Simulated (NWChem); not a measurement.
**GaPH3F3 (SMILES [F][Ga-]([F])([F])[PH3+]) at 5 levels**

We compute a comparison of 5 runs (HF/STO-3G, HF/3-21G, HF/6-31G**, B3LYP/6-31G*) of GaPH3F3. 

The results are computed with NWChem 7.3.0.

## Step 1: The molecule

The species is GaPH3F3 (8 atoms), meant as a singlet with charge 0. As SMILES, `[F][Ga-]([F])([F])[PH3+]`. Geometry: relaxed at PBE0-D4/def2-TZVP.

Bond lengths: F1–Ga2 1.754 Å, Ga2–F3 1.754 Å, Ga2–F4 1.754 Å, Ga2–P5 2.493 Å, P5–H6 1.406 Å, P5–H7 1.406 Å, P5–H8 1.406 Å. Some angles: F1–Ga2–F3 117.0°, F1–Ga2–F4 117.0°, F1–Ga2–P5 100.2°, F3–Ga2–F4 117.0°, F3–Ga2–P5 100.1°, F4–Ga2–P5 100.2°, Ga2–P5–H6 117.2°, Ga2–P5–H7 117.2°, Ga2–P5–H8 117.2°, H6–P5–H7 100.7°.

## Step 2: Energy and forces at HF/STO-3G (run 1)

File job.nw:

```
start job
title "F3GaH3P hf"
memory stack 880 mb heap 220 mb global 1100 mb

geometry units angstroms noautosym nocenter noautoz
F       -0.150400      -2.040300       1.276900
Ga       0.736100      -1.171000       0.038400
F        2.309300      -0.537000       0.483900
F        0.540600      -1.723000      -1.614600
P       -0.581200       0.944100      -0.044200
H       -1.670500       1.058800       0.837500
H       -1.197200       1.271500      -1.265100
H        0.105500       2.139800       0.231300
end

basis spherical bse
* library STO-3G
end

scf
thresh 1e-08
maxiter 80
noprint "final vectors analysis"
end

task scf gradient
```

Command:

```console
$ nwchem job.nw > job.out
```

The log of the run:

```text
[...]
  functions       =    45
[...]
  wavefunction    = RHF
[...]
         Total SCF energy =  -2533.660040543451
      One-electron energy =  -4563.799939766042
      Two-electron energy =   1527.772922833063
 Nuclear repulsion energy =    502.366976389528
        Time for solution =      2.7s
[...]
                         RHF ENERGY GRADIENTS
    atom               coordinates                        gradient
                 x          y          z           x          y          z
   1 F      -0.284215  -3.855608   2.412991   -0.024896  -0.027681   0.036628
   2 Ga      1.391027  -2.212869   0.072565   -0.018106   0.029048  -0.001142
   3 F       4.363944  -1.014783   0.914438    0.047653   0.016694   0.013218
   4 F       1.021586  -3.255998  -3.051152   -0.004503  -0.018319  -0.048698
   5 P      -1.098309   1.784090  -0.083526    0.010276  -0.016514   0.000668
   6 H      -3.156787   2.000842   1.582646   -0.014998  -0.001040   0.013657
   7 H      -2.262380   2.402787  -2.390692   -0.007733   0.002238  -0.018674
   8 H       0.199366   4.043636   0.437094    0.012308   0.015575   0.004344
[...]
```

It took 4.2 s on 1 thread of AMD EPYC 9R45 (Zen 5), shared host; peak memory 0.1 GiB.

## Step 3: Energy and gradient at HF/3-21G (run 2)

File f3gah3p.nw:

```
start f3gah3p
memory stack 880 mb heap 220 mb global 1100 mb

geometry units au noautosym nocenter noautoz
F     -0.28421481    -3.85560821     2.41299129
Ga     1.39102740    -2.21286929     0.07256548
F      4.36394454    -1.01478293     0.91443847
F      1.02158594    -3.25599811    -3.05115180
P     -1.09830882     1.78409043    -0.08352589
H     -3.15678749     2.00084202     1.58264563
H     -2.26238012     2.40278677    -2.39069252
H      0.19936611     4.04363596     0.43709365
end

basis spherical bse
F library 3-21G
Ga library 3-21G
P library 3-21G
H library 3-21G
end

scf
thresh 1e-08
maxiter 80
noprint "final vectors analysis"
end

task scf gradient
```

Command:

```console
$ nwchem f3gah3p.nw > f3gah3p.out
```

The log of the run:

```text
[...]
  functions       =    68
[...]
  wavefunction    = RHF
[...]
         Total SCF energy =  -2551.460917175302
      One-electron energy =  -4565.942537114779
      Two-electron energy =   1512.114679494833
 Nuclear repulsion energy =    502.366940444644
        Time for solution =      2.5s
[...]
                         RHF ENERGY GRADIENTS
    atom               coordinates                        gradient
                 x          y          z           x          y          z
   1 F      -0.284215  -3.855608   2.412991   -0.019754  -0.017637   0.026641
   2 Ga      1.391027  -2.212869   0.072565   -0.013622   0.021875  -0.000868
   3 F       4.363945  -1.014783   0.914438    0.033185   0.014730   0.009531
   4 F       1.021586  -3.255998  -3.051152   -0.004889  -0.010811  -0.035623
   5 P      -1.098309   1.784090  -0.083526    0.007962  -0.012805   0.000514
   6 H      -3.156787   2.000842   1.582646   -0.001078   0.001479   0.000053
   7 H      -2.262380   2.402787  -2.390693   -0.000991   0.001532  -0.000248
   8 H       0.199366   4.043636   0.437094   -0.000813   0.001636   0.000000
[...]
```

Wall time 3.9 s (1 thread of AMD EPYC 9R45 (Zen 5), shared host); peak memory 0.098 GiB.

Runs 3 to 4 aren't shown in full; the table further down has their settings and results.

## Step 4: Energy and forces at B3LYP/6-31G(d) (Cartesian functions) (run 5)

File run.py:

```python
from ase import Atoms
from ase.calculators.nwchem import NWChem

atoms = Atoms(['F', 'Ga', 'F', 'F', 'P', 'H', 'H', 'H'], positions=[
    [-0.150400, -2.040300, 1.276900],
    [0.736100, -1.171000, 0.038400],
    [2.309300, -0.537000, 0.483900],
    [0.540600, -1.723000, -1.614600],
    [-0.581200, 0.944100, -0.044200],
    [-1.670500, 1.058800, 0.837500],
    [-1.197200, 1.271500, -1.265100],
    [0.105500, 2.139800, 0.231300],
])

calc = NWChem(
    label='f3gah3p',
    theory='dft',
    memory='2200 mb',
    basis='6-31G*',
    dft={'xc': 'b3lyp', 'mult': '1', 'grid': 'fine', 'convergence': 'energy 1e-08', 'iterations': '100', 'mulliken': None},
)
atoms.calc = calc

forces = atoms.get_forces()
e = atoms.get_potential_energy()
print(f"E = {e:.6f} eV")
print("forces (eV/A):")
for s, f in zip(atoms.symbols, forces):
    print(f"{s:2s} {f[0]:10.5f} {f[1]:10.5f} {f[2]:10.5f}")
print("dipole (e A):", atoms.get_dipole_moment().round(4))
```

Command:

```console
$ export ASE_NWCHEM_COMMAND="nwchem PREFIX.nwi > PREFIX.nwo"
$ python run.py
```

The log of the run:

```text
E = -69863.216061 eV
forces (eV/A):
F    -0.04217   -0.08027    0.07991
Ga    0.09631   -0.15637    0.00653
F     0.11745    0.01646    0.03054
F     0.00293   -0.05960   -0.10598
P    -0.06453    0.10377   -0.00494
H    -0.05271    0.04967    0.01831
H    -0.04314    0.05322   -0.02782
H    -0.01419    0.07307    0.00339
dipole (e A): [-0.7036  1.1293 -0.0442]
```

The calculator wrote f3gah3p.nwi:

```
title "f3gah3p"

permanent_dir f3gah3p

scratch_dir f3gah3p

start f3gah3p

geometry units angstrom nocenter noautosym noautoz
  F  -1.5040000000000001e-01 -2.0402999999999998e+00 1.2768999999999999e+00
  Ga 7.3609999999999998e-01 -1.1710000000000000e+00 3.8399999999999997e-02
  F  2.3092999999999999e+00 -5.3700000000000003e-01 4.8390000000000000e-01
  F  5.4059999999999997e-01 -1.7230000000000001e+00 -1.6146000000000000e+00
  P  -5.8120000000000005e-01 9.4410000000000005e-01 -4.4200000000000003e-02
  H  -1.6705000000000001e+00 1.0588000000000000e+00 8.3750000000000002e-01
  H  -1.1972000000000000e+00 1.2715000000000001e+00 -1.2650999999999999e+00
  H  1.0550000000000000e-01 2.1398000000000001e+00 2.3130000000000001e-01
end

memory 2200 mb

basis noprint
   * library 6-31G*
end

dft
  xc b3lyp
  mult 1
  grid fine
  convergence energy 1e-08
  iterations 100
  mulliken
end

task dft gradient
```

f3gah3p.nwo:

```text
Northwest Computational Chemistry Package (NWChem) 7.3.0
             --------------------------------------------------------

           Job information
           ---------------

    nwchem branch   = 7.3.0
    use scalapack   = T
    input           = f3gah3p.nwi
    prefix          = f3gah3p.
    data base       = f3gah3p/f3gah3p.db
    status          = startup
    nproc           =        1

           Memory information
           ------------------

[... 5 lines left out ...]
    hardfail = no
[... 108 lines left out ...]
  convergence criterion.
[... 43 lines left out ...]
          Spatial weights used:  Erf1
[... 32 lines left out ...]
 1-e energy   =   -4576.974003
[... 43 lines left out ...]
           Coulomb energy =     1640.521025324245
[... 808 lines left out ...]
          Convergence on density requested:  1.00D-05
[... 29 lines left out ...]
          total energy or number of iterations.
[... 36 lines left out ...]
                 ----------------------------------------
                 |  Time  |  1-e(secs)   |  2-e(secs)   |
                 ----------------------------------------
                 |  CPU   |       0.01   |       5.60   |
                 ----------------------------------------
                 |  WALL  |       0.01   |       5.60   |
                 ----------------------------------------

 Task  times  cpu:       22.2s     wall:       22.2s
 Total times  cpu:       22.2s     wall:       22.2s
```

It took 23 s on 1 thread of AMD EPYC 9R45 (Zen 5), shared host; peak memory 0.13 GiB.

## Step 5: Overview of the runs

```tsv
run	level	iteration cap	module	energy (Eh)	dipole moment (D)	largest force (eV/Å)	wall time
1	HF/STO-3G	80	scf	-2533.660041	6.34	2.686	4.2 s
2	HF/3-21G	80	scf	-2551.460917	6.63	1.932	3.9 s
3	HF/6-31G** (spherical functions)	80	scf	-2563.880298	6.70	1.055	29 s
4	B3LYP/6-31G* (spherical functions)	100	dft	-2567.413402	–	0.204	22 s
5	B3LYP/6-31G* (Cartesian functions)	100	dft	-2567.425856	6.39	0.184	23 s
```

## Step 6: Results

| quantity | value |
| --- | --- |
| run 5: total energy | -2567.42586 Eh |
| run 5: dipole moment | 6.39 D |
| run 5: HOMO energy | -9.22 eV |
| run 5: LUMO energy | -0.84 eV |
| run 5: HOMO–LUMO gap | 8.38 eV |
| run 5: largest force on an atom | 0.184 eV/Å |

**Reading.** Over runs 1, 2, 3, 5 the dipole moment (its size) runs from 6.34 D (HF/STO-3G) to 6.70 D (HF/6-31G**). In run 1 the basis is minimal, so the values are rough. All runs together took 82 s, the longest 29 s.
